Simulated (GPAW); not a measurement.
Runs of GPAW 26.7.0 on BiTe. Symmetry: Fm-3m, No. 225, cubic system. Conventional cell: a = 6.470 Å, b = 6.470 Å, c = 6.470 Å, α = 90.00°, β = 90.00°, γ = 90.00°. Bi (site symmetry m-3m) is surrounded by 6 Te at 3.23 Å. Te (site symmetry m-3m) has 6 Bi at 3.23 Å as nearest neighbours. 

```csv
task,level,potentials or basis,cell,band path,band points,gap on the mesh (eV),pressure (GPa),V0 of scaled cells (Å³/atom),B0 (GPa)
equation of state,LDA,"the program's PAW data sets (release 1.2.1) made for this functional, pw",as given,-,-,-,-,31.95,(a)
equation of state,PBEsol,"PAW data sets generated in the run's folder for this functional, pw",as given,-,-,-,-,32.68,(b)
single point,PBEsol,"PAW data sets generated in the run's folder for this functional, pw",as given,-,-,none,-1.8,-,-
band structure,PBEsol,"PAW data sets generated in the run's folder for this functional, pw",as given,"GXWKGLUWLK,UX",80,-,-1.8,-,-
single point,PBEsol,"PAW data sets generated in the run's folder for this functional, pw","atoms moved at random, drawn with an rms of 0.05 Å",-,-,none,-1.6,-,-
band structure,LDA,"the program's PAW data sets (release 1.2.1) made for this functional, pw",as given,"GXWKGLUWLK,UX",80,-,-2.9,-,-
```

Alike in all rows: no spin polarisation; k mesh 7 × 7 × 7; cutoff (eV) 600; smearing fermi-dirac 0.05 eV.

Estimate the missing entries.

(a) 56; (b) 53.

Caveats: spin-orbit coupling is left out, which moves the levels of the heavy elements.

A k mesh can miss the band edges, and the runs leave out spin-orbit coupling on Bi, Te.

A gap of «none» marks a metal or a gap under the smearing width.

Runs at the PBE level aren't shown here.
